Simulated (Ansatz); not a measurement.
Cl2FGeH, SMILES [F][GeH]([Cl])[Cl], a comparison of dispersion corrections

Computed with Ansatz 0.2.0, Python API.

Notebook, run cell by cell (the value of a cell's last expression is shown):

**Cell 1**
```python
import ansatz as az
```

**Cell 2**
```python
geometry = (
    az.Crystal.molecule()
    .atom("F", (-0.9767, 0.3881, 1.4275))
    .atom("Ge", (0.0172, 0.1007, 0.0434))
    .atom("Cl", (1.1225, -1.7008, 0.4053))
    .atom("Cl", (-1.1096, -0.1466, -1.7397))
    .atom("H", (0.9966, 1.2851, -0.178))
)
```

**Cell 3**
```python
setup = geometry.calculation().basis(gaussian="def2-SVP")
for name in ["r2scan", "pbe0"]:
    for correction in ("d3bj", "d4"):
        data = setup.functional(name, dispersion=correction).run(threads=1, backend="cpu").report
        print(f"{name:8s} {correction:5s} total {data['free_energy_ev']:.5f} eV, of which dispersion {1000 * data['dispersion']['energy']['ev']:.2f} meV")
```
Output:
```text
DeckWarning: the engine holds no damping parameters fitted to this dispersion correction and functional, so the run takes those fitted to r2scan beside the three-body term, which d3bj leaves out (hamiltonian.dispersion, under Limitations)
r2scan   d3bj  total -84280.05980 eV, of which dispersion -32.94 meV
r2scan   d4    total -84280.05724 eV, of which dispersion -30.38 meV
pbe0     d3bj  total -84264.98677 eV, of which dispersion -112.77 meV
pbe0     d4    total -84264.99154 eV, of which dispersion -117.54 meV
```

Total energies depend on the basis set; only differences at equal settings carry meaning. Warnings are shown shortened and without file and line. The geometry is a force-field or estimated start, not a minimum of this method, and the basis set is short of its limit. D4 holds the three-body term, and d3bj doesn't. A dispersion term here runs with damping parameters fitted for another variant or functional. Finished in 16 s on 1 thread of Arm Neoverse V1, on a shared host, peak memory 0.24 GiB.

(Lines on the test bed's own set-up are left out of the output.)
